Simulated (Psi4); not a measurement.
**GeNH2F (SMILES [NH2][Ge][F]): BLYP/cc-pVDZ**

Aim: the vertical ionisation energy of GeNH2F at BLYP/cc-pVDZ, from 2 runs. 

Program for the calculation: Psi4 1.11.

2 further runs of the same task are left out: 2 set aside as unsound or not needed.

### 1 The system as given

GeNH2F has 5 atoms, charge 0, and is taken as a singlet. As SMILES, `[NH2][Ge][F]`. The shape is that of a PBE0-D4/def2-TZVP optimisation. This is one conformer, not always the lowest.

Bond lengths: N1–Ge2 1.811 Å, Ge2–F3 1.768 Å, N1–H4 1.008 Å, N1–H5 1.010 Å. Angles: N1–Ge2–F3 94.5°, Ge2–N1–H4 124.0°, Ge2–N1–H5 122.7°, H4–N1–H5 113.3°.

### 2 Energy and gradient at BLYP/cc-pVDZ

The input, input.json:

```json
{
 "schema_name": "qcschema_input",
 "schema_version": 1,
 "molecule": {
  "schema_name": "qcschema_molecule",
  "schema_version": 2,
  "symbols": ["N", "Ge", "F", "H", "H"],
  "geometry": [-0.90272217, 0.6568688, -0.38682694, 0.82033011, -0.57674441, 2.30017464, 3.02034926, -2.27504128, 0.4450305, -2.41903841, 1.80015311, -0.24679823, -0.42424351, 0.25567994, -2.18962566],
  "molecular_charge": 0,
  "molecular_multiplicity": 1,
  "fix_symmetry": "c1"
 },
 "driver": "gradient",
 "model": {
  "method": "blyp",
  "basis": "cc-pVDZ"
 },
 "keywords": {
  "puream": true,
  "e_convergence": 1e-09,
  "d_convergence": 1e-08,
  "scf_type": "pk",
  "dft_radial_points": 99,
  "dft_spherical_points": 590,
  "scf_properties": ["LOWDIN_CHARGES", "MULLIKEN_CHARGES", "MAYER_INDICES"]
 }
}
```

On the command line:

```
$ psi4 --qcschema input.json -n 1 --memory 1600MB
```

stdout:

```text
Psi4 1.11 release

gradient() will perform analytic gradient computation.

   => Loading Basis Set <=

    Name: CC-PVDZ
    Role: ORBITAL
    Keyword: BASIS

         ---------------------------------------------------------
                                   SCF
                              RKS Reference
                        1 Threads,   1525 MiB Core
         ---------------------------------------------------------

  ==> Geometry <==

    Molecular point group: c1
    Full point group: C1

    Geometry (in Bohr), charge = 0, multiplicity = 1:

       Center              X                  Y                   Z               Mass
    ------------   -----------------  -----------------  -----------------  -----------------
         N           -1.843760905457     1.341528572163    -1.952981581950    14.003074004430
         GE          -0.120708625457     0.107915362163     0.734019998050    73.921177761000
         F            2.079310524543    -1.590381507837    -1.121124141950    18.998403162730
         H           -3.360077145457     2.484812882163    -1.812952871950     1.007825032230
         H           -1.365282245457     0.940339712163    -3.755780301950     1.007825032230

  Running in c1 symmetry.

  Rotational constants: A =      0.45197  B =      0.26548  C =      0.16724 [cm^-1]
  Rotational constants: A =  13549.76555  B =   7958.88659  C =   5013.84499 [MHz]
  Nuclear repulsion =  188.583783705987088

  Charge       = 0
  Multiplicity = 1
  Electrons    = 50
  Nalpha       = 25
  Nbeta        = 25

  ==> Algorithm <==

  SCF Algorithm Type is PK.
  DIIS enabled.
  MOM disabled.
  Fractional occupation disabled.
  Guess Type is SAD.
  Energy threshold   = 1.00e-09
  Density threshold  = 1.00e-08
  Integral threshold = 1.00e-12

  ==> Primary Basis <==

  Basis Set: CC-PVDZ
    Blend: CC-PVDZ
    Number of shells: 29
    Number of basis functions: 65
    Number of Cartesian functions: 69
    Spherical Harmonics?: true
    Max angular momentum: 2

  ==> DFT Potential <==

   => LibXC <=

    Version 7.1.2

   => Composite Functional: BLYP <=

    BLYP GGA Exchange-Correlation Functional

    Deriv               =              1
    GGA                 =           TRUE
    Meta                =          FALSE

    Exchange Hybrid     =          FALSE
    MP2 Hybrid          =          FALSE

   => Exchange Functionals <=

    1.0000     XC_GGA_X_B88

   => Correlation Functionals <=

    1.0000     XC_GGA_C_LYP

   => LibXC Density Thresholds  <==

    XC_GGA_C_LYP:  1.00E-14
    XC_GGA_X_B88:  1.00E-15

   => Molecular Quadrature <=

    Radial Scheme          =       TREUTLER
    Pruning Scheme         =           NONE
    Nuclear Scheme         =       TREUTLER

    Blocking Scheme        =         OCTREE
    BS radius alpha        =              1
    Pruning alpha          =              1
    Radial Points          =             99
    Spherical Points       =            590
    Total Points           =         278409
    Total Blocks           =           2061
    Max Points             =            256
    Max Functions          =             65
    Weights Tolerance      =       1.00E-15

  ==> Integral Setup <==

  Using in-core PK algorithm.
   Calculation information:
      Number of atoms:                   5
      Number of AO shells:              29
      Number of primitives:            144
      Number of atomic orbitals:        69
      Number of basis functions:        65

      Integral cutoff                 1.00e-12
      Number of threads:                 1

  Performing in-core PK
  Using 4603170 doubles for integral storage.
  We computed 93939 shell quartets total.
  Whereas there are 94830 unique shell quartets.

  ==> DiskJK: Disk-Based J/K Matrices <==

    J tasked:                  Yes
    K tasked:                   No
    wK tasked:                  No
    Memory [MiB]:              677
    Schwarz Cutoff:          1E-12

  Cached 100.0% of DFT collocation blocks in 0.456 [GiB].

  Minimum eigenvalue in the overlap matrix is 2.3309991426E-02.
  Reciprocal condition number of the overlap matrix is 5.4127010942E-03.
    Using symmetric orthogonalization.

  ==> Pre-Iterations <==

  SCF Guess: Superposition of Atomic Densities via on-the-fly atomic UHF (no occupation information).

   -------------------------
    Irrep   Nso     Nmo
   -------------------------
     A         65      65
   -------------------------
    Total      65      65
   -------------------------

  ==> Iterations <==

                        Total Energy        Delta E     RMS |[F,P]|

   @RKS iter SAD: -2229.15462034028042   -2.22915e+03   0.00000e+00
   @RKS iter   1: -2232.22152149730027   -3.06690e+00   1.82181e-02 DIIS/ADIIS
   @RKS iter   2: -2231.24143677560369    9.80085e-01   2.63619e-02 DIIS/ADIIS
   @RKS iter   3: -2232.65534442759872   -1.41391e+00   9.72747e-03 DIIS/ADIIS
   @RKS iter   4: -2232.85372093665865   -1.98377e-01   2.17402e-03 DIIS/ADIIS
   @RKS iter   5: -2232.84766518091965    6.05576e-03   2.88286e-03 DIIS/ADIIS
   @RKS iter   6: -2232.86104347728451   -1.33783e-02   1.97525e-04 DIIS/ADIIS
   @RKS iter   7: -2232.86115719190093   -1.13715e-04   4.23882e-05 DIIS
   @RKS iter   8: -2232.86116081901810   -3.62712e-06   7.04788e-06 DIIS
   @RKS iter   9: -2232.86116092904786   -1.10030e-07   1.22360e-06 DIIS
   @RKS iter  10: -2232.86116093257897   -3.53111e-09   3.02793e-07 DIIS
   @RKS iter  11: -2232.86116093276087   -1.81899e-10   6.73487e-08 DIIS
   @RKS iter  12: -2232.86116093277178   -1.09139e-11   6.35829e-09 DIIS
  Energy and wave function converged.

  ==> Post-Iterations <==

   Electrons on quadrature grid:
      Ntotal   =   50.0000005086 ; deviation = 5.086e-07

    Orbital Energies [Eh]
    ---------------------

    Doubly Occupied:

       1A   -397.218299     2A    -49.220945     3A    -43.847446
       4A    -43.846132     5A    -43.844939     6A    -24.243985
       7A    -14.017550     8A     -5.981238     9A     -4.202912
      10A     -4.200299    11A     -4.195396    12A     -1.116113
      13A     -1.106698    14A     -1.106626    15A     -1.102813
      16A     -1.100790    17A     -0.994231    18A     -0.763567
      19A     -0.465061    20A     -0.442659    21A     -0.347811
      22A     -0.309573    23A     -0.297273    24A     -0.230518
      25A     -0.225723

    Virtual:

      26A     -0.068235    27A      0.000541    28A      0.032170
      29A      0.096278    30A      0.101311    31A      0.234262
      32A      0.278401    33A      0.320970    34A      0.329741
      35A      0.386124    36A      0.415300    37A      0.426658
      38A      0.492425    39A      0.521291    40A      0.653361
      41A      0.684776    42A      0.726086    43A      0.812042
      44A      0.934545    45A      1.088553    46A      1.167839
      47A      1.207769    48A      1.238356    49A      1.268919
      50A      1.429163    51A      1.555335    52A      1.679878
      53A      1.927248    54A      1.973610    55A      2.035651
      56A      2.118732    57A      2.171628    58A      2.333478
      59A      2.699536    60A      2.814768    61A      3.524172
      62A      3.528406    63A      3.544365    64A      3.566461
      65A      3.670513

    Final Occupation by Irrep:
              A
    DOCC [    25 ]
    NA   [    25 ]
    NB   [    25 ]

  @RKS Final Energy: -2232.86116093277178

   => Energetics <=

    Nuclear Repulsion Energy =            188.5837837059870878
    One-Electron Energy =               -3485.4091353322041869
    Two-Electron Energy =                1161.1654291757711235
    DFT Exchange-Correlation Energy =     -97.2012384823255502
    Empirical Dispersion Energy =           0.0000000000000000
    VV10 Nonlocal Energy =                  0.0000000000000000
    Total Energy =                      -2232.8611609327717815

Computation Completed

Properties will be evaluated at   0.000000,   0.000000,   0.000000 [a0]

Properties computed using the SCF density matrix

 Multipole Moments:

 ------------------------------------------------------------------------------------
     Multipole            Electronic (a.u.)      Nuclear  (a.u.)        Total (a.u.)
 ------------------------------------------------------------------------------------

 L = 1.  Multiply by 2.5417464519 to convert [e a0] to [Debye]
 Dipole X            :          2.0013360           -2.7805670           -0.7792310
 Dipole Y            :         -1.3733989            1.9557106            0.5823117
 Dipole Z            :          5.6707804           -5.8410816           -0.1703012
 Magnitude           :                                                    0.9875679

 ------------------------------------------------------------------------------------
  Mulliken Charges: (a.u.)
   Center  Symbol    Alpha    Beta     Spin     Total
       1     N     3.60618  3.60618  0.00000 -0.21235
       2    GE    15.79766 15.79766  0.00000  0.40468
       3     F     4.67585  4.67585  0.00000 -0.35170
       4     H     0.46012  0.46012  0.00000  0.07975
       5     H     0.46019  0.46019  0.00000  0.07962

   Total alpha = 25.00000, Total beta = 25.00000, Total charge = -0.00000

  Lowdin Charges: (a.u.)
   Center  Symbol    Alpha    Beta     Spin     Total
       1     N     3.54162  3.54162  0.00000 -0.08324
       2    GE    15.89506 15.89506  0.00000  0.20989
       3     F     4.60058  4.60058  0.00000 -0.20117
       4     H     0.48091  0.48091  0.00000  0.03817
       5     H     0.48182  0.48182  0.00000  0.03636

  Total alpha = 25.00000, Total beta = 25.00000, Total charge =  0.00000

  Mayer Bond Indices:

  Irrep: 1 Size: 5 x 5

                 1                   2                   3                   4                   5

    1     0.00000000000000     1.30036239599755     0.03540587670745     0.97379321637246     0.96495692746746
    2     1.30036239599755     0.00000000000000     1.02284102384704     0.02859954000598     0.04086925459842
    3     0.03540587670745     1.02284102384704     0.00000000000000     0.00514878925485     0.01916281214165
    4     0.97379321637246     0.02859954000598     0.00514878925485     0.00000000000000     0.00742915155757
    5     0.96495692746746     0.04086925459842     0.01916281214165     0.00742915155757     0.00000000000000

  Atomic Valences:

 #  #
 Irrep: 1
      1:    3.274518416544918
      2:    2.392672214448989
      3:    1.082558501950989
      4:    1.014970697190859
      5:    1.032418145765093

	total time  =         10 seconds =       0.17 minutes

         ------------------------------------------------------------
                                   SCF GRAD
         ------------------------------------------------------------

  ==> Geometry <==

    Molecular point group: c1
    Full point group: C1

    Geometry (in Bohr), charge = 0, multiplicity = 1:

       Center              X                  Y                   Z               Mass
    ------------   -----------------  -----------------  -----------------  -----------------
         N           -1.843760905457     1.341528572163    -1.952981581950    14.003074004430
         GE          -0.120708625457     0.107915362163     0.734019998050    73.921177761000
         F            2.079310524543    -1.590381507837    -1.121124141950    18.998403162730
         H           -3.360077145457     2.484812882163    -1.812952871950     1.007825032230
         H           -1.365282245457     0.940339712163    -3.755780301950     1.007825032230

  Nuclear repulsion =  188.583783705987088

  ==> Basis Set <==

  Basis Set: CC-PVDZ
    Blend: CC-PVDZ
    Number of shells: 29
    Number of basis functions: 65
    Number of Cartesian functions: 69
    Spherical Harmonics?: true
    Max angular momentum: 2

  ==> DirectJKGrad: Integral-Direct SCF Gradients <==

    Gradient:                    1
    J tasked:                  Yes
    K tasked:                   No
    wK tasked:                  No
    Integrals threads:           1
    Schwarz Cutoff:          1E-12

  ==> DFT Potential <==

   => LibXC <=

    Version 7.1.2

   => Composite Functional: BLYP <=

    BLYP GGA Exchange-Correlation Functional

    Deriv               =              1
    GGA                 =           TRUE
    Meta                =          FALSE

    Exchange Hybrid     =          FALSE
    MP2 Hybrid          =          FALSE

   => Exchange Functionals <=

    1.0000     XC_GGA_X_B88

   => Correlation Functionals <=

    1.0000     XC_GGA_C_LYP

   => LibXC Density Thresholds  <==

    XC_GGA_C_LYP:  1.00E-14
    XC_GGA_X_B88:  1.00E-15

   => Molecular Quadrature <=

    Radial Scheme          =       TREUTLER
    Pruning Scheme         =           NONE
    Nuclear Scheme         =       TREUTLER

    Blocking Scheme        =         OCTREE
    BS radius alpha        =              1
    Pruning alpha          =              1
    Radial Points          =             99
    Spherical Points       =            590
    Total Points           =         278409
    Total Blocks           =           2061
    Max Points             =            256
    Max Functions          =             65
    Weights Tolerance      =       1.00E-15

  -Total Gradient:
     Atom            X                  Y                   Z
    ------   -----------------  -----------------  -----------------
       1        0.001931028963    -0.001430178785     0.001022782889
       2        0.003447146462    -0.003233009060    -0.027778795559
       3       -0.014592487254     0.011240803624     0.011579262670
       4        0.012415500542    -0.009340137915     0.000047522956
       5       -0.003143466866     0.002720803532     0.015204790787

	total time  =         17 seconds =       0.28 minutes

    Psi4 run time: 0:00:26.73
```

The result, in JSON:

```text
{
 "driver": "gradient",
 "model": {
  "method": "blyp",
  "basis": "cc-pVDZ"
 },
 "success": true,
 "return_result": [0.0019310289632377686, -0.0014301787852930847, 0.0010227828892960117, 0.003447146462486901, -0.003233009060355743, -0.027778795559271874, -0.014592487254219577, 0.011240803623686485, 0.011579262670366616, 0.012415500541837654, -0.009340137914990387, 4.752295555564626e-05, -0.0031434668660363096, 0.002720803532095417, 0.01520479078730319],
 "properties": {
  "calcinfo_nbasis": 65,
  "calcinfo_nmo": 65,
  "calcinfo_nalpha": 25,
  "calcinfo_nbeta": 25,
  "calcinfo_natom": 5,
  "nuclear_repulsion_energy": 188.5837837059871,
  "return_energy": -2232.861160932772,
  "return_gradient": [0.0019310289632377686, -0.0014301787852930847, 0.0010227828892960117, 0.003447146462486901, -0.003233009060355743, -0.027778795559271874, -0.014592487254219577, 0.011240803623686485, 0.011579262670366616, 0.012415500541837654, -0.009340137914990387, 4.752295555564626e-05, -0.0031434668660363096, 0.002720803532095417, 0.01520479078730319],
  "scf_one_electron_energy": -3485.409135332204,
  "scf_two_electron_energy": 1161.1654291757711,
  "scf_xc_energy": -97.20123848232555,
  "scf_dipole_moment": [-0.7792309776575221, 0.5823117185354696, -0.17030116865919176],
  "scf_total_energy": -2232.861160932772,
  "scf_total_gradient": [0.0019310289632377686, -0.0014301787852930847, 0.0010227828892960117, 0.003447146462486901, -0.003233009060355743, -0.027778795559271874, -0.014592487254219577, 0.011240803623686485, 0.011579262670366616, 0.012415500541837654, -0.009340137914990387, 4.752295555564626e-05, -0.0031434668660363096, 0.002720803532095417, 0.01520479078730319],
  "scf_iterations": 12
 }
}
```

Wall time 28 s (1 thread of Intel Xeon Platinum 8488C (Sapphire Rapids), shared host); peak memory 0.92 GiB.

(Part 1 of 2 ends here.)
